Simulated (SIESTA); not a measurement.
TaWC2:

```
W Ta C
1.0
     1.57186    0.90751    5.10162
    -1.57186    0.90751    5.10162
     0.00000   -1.81502    5.10162
W Ta C
1 1 2
Cartesian
  0.0000 0.0000 0.0000
  0.0000 0.0000 7.6524
  0.0000 0.0000 3.8405
  0.0000 0.0000 11.4644
```

The cell comes from a database or a generator and needn't be the stable form of this composition.

Base run:

* Program: SIESTA 5.4.2
* Functional: PBEsol
* Potentials or basis: PseudoDojo 0.4 standard (PBEsol files)
* Basis: SZ (energy shift 0.003 Ry)
* Grid cutoff: 800 Ry
* Energy shift: 0.003 Ry
* k mesh: 10 × 10 × 10
* Occupations: fermi-dirac, width 0.05 eV
* Spin: no spin polarisation

Its results: band gap on the k mesh none (metal or under the smearing width); pressure -6.4 GPa; largest force 0.124 eV/Å.

**Question.** The run is repeated on the same cell with these changes: basis from SZ (energy shift 0.003 Ry) to SZP (energy shift 0.003 Ry). What comes out?

**Answer.** Band gap on the k mesh none (metal or under the smearing width); pressure -4.3 GPa; largest force 0.060 eV/Å.

Caveats: short orbitals over semicore shells can move pressures by several GPa; spin-orbit coupling is left out, which moves the levels of the heavy elements; the basis of atomic orbitals isn't converged, which shifts pressures, moduli and gaps; the basis has no polarisation orbitals (some runs).
